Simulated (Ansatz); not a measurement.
HfIn4SiO6:

```xyz
12
Lattice="2.7159 -4.7036 0.0083 2.7159 4.7036 0.0083 -1.8792 0.0000 7.4013" Properties=species:S:1:pos:R:3 pbc="T T T"
Hf    2.7159   -2.7125    0.0083
In    1.7763   -1.1453    3.7090
In    2.7159    0.4231    0.0083
In    1.7763    2.0313    3.7090
In    1.7763   -4.3098    3.7090
Si    2.7159    3.5589    0.0083
O    -1.1497    0.2444    6.4159
O     4.7022    0.2444    1.0021
O     1.9910   -1.2091    6.4253
O     1.5616   -1.2091    0.9927
O     1.8741    2.2355    0.9933
O     1.6785    2.2355    6.4246
```

The cell was built by a generator and needn't be a form met in nature.

Base run:

- Program: Ansatz 0.2.0
- Functional: PBE
- Potentials or basis: PseudoDojo standard (PBE files)
- Cutoff: 1143 eV
- Density cutoff: 4572 eV
- k mesh: 6 × 6 × 4
- Occupations: fermi-dirac, width 0.05 eV
- Spin: no spin polarisation

Its results: band gap on the k mesh none (metal or under the smearing width); pressure -0.4 GPa; largest force 0.096 eV/Å.

Problem. The run is repeated on the same cell with these changes: functional from PBE to RPBE; potentials or basis from PseudoDojo standard (PBE files) to Ansatz PAW; cutoff from 1143 eV to 420 eV; density cutoff from 4572 eV to 1680 eV; valence electrons from 104 to 118. What comes out?

Solution. Band gap on the k mesh none (metal or under the smearing width); pressure 3.1 GPa; largest force 0.148 eV/Å.

Caveats: the potentials were made for another functional, which shifts forces and pressure (some runs); the PAW data sets come from PBE, with cores solved anew for the run's functional, which leaves a small shift of forces and pressure (some runs).

Not every run made on this cell is shown here.
